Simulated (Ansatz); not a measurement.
Crystal: Cu2BrCl.

```
Br Cu Cl
1.0
     1.85551    1.07128    6.04751
    -1.85551    1.07128    6.04751
     0.00000   -2.14256    6.04751
Br Cu Cl
1 2 1
Cartesian
  0.0000 0.0000 0.0000
  0.0000 0.0000 13.6360
  0.0000 0.0000 4.5065
  0.0000 0.0000 9.0713
```

The cell comes from a database or a generator and needn't be the stable form of this composition.

```yaml
Program: Ansatz 0.2.0
Task: single point
Functional: PBE
Potentials_or_basis: Ansatz PAW
Cutoff: "420 eV (not typed: the program's choice for these potentials)"
k_mesh: 8 × 8 × 8
Occupations: fermi-dirac, width 0.05 eV
Spin: no spin polarisation
```

On this cell: pressure 1.1 GPa; largest force 0.112 eV/Å; band gap on the k mesh 0.20 eV, direct.

The same run follows on a disturbed copy (atoms moved at random, drawn with an rms of 0.05 Å):

```xyz
4
Lattice="1.8555 1.0713 6.0475 -1.8555 1.0713 6.0475 0.0000 -2.1426 6.0475" Properties=species:S:1:pos:R:3 pbc="T T T"
Br   -0.0026    0.0262    0.0148
Cu   -0.0063    0.0340   13.6155
Cu   -0.0311    0.0253    4.5067
Cl    0.0078    0.0006    9.0955
```

Task: What changes?

Result: The energy moves by +0.6 meV/atom; pressure 1.2 GPa; largest force 0.144 eV/Å; band gap on the k mesh 0.21 eV, direct.

Forces on the atoms (eV/Å):
```
Br  -0.015  0.020  0.009
Cu  -0.010  0.003  0.144
Cu   0.008  0.007 -0.143
Cl   0.017 -0.029 -0.010
```

Stress tensor (GPa, compression positive):
```
 1.22 -0.03 -0.04
-0.03  1.27 -0.02
-0.04 -0.02  1.12
```

A k mesh can miss the band edges.
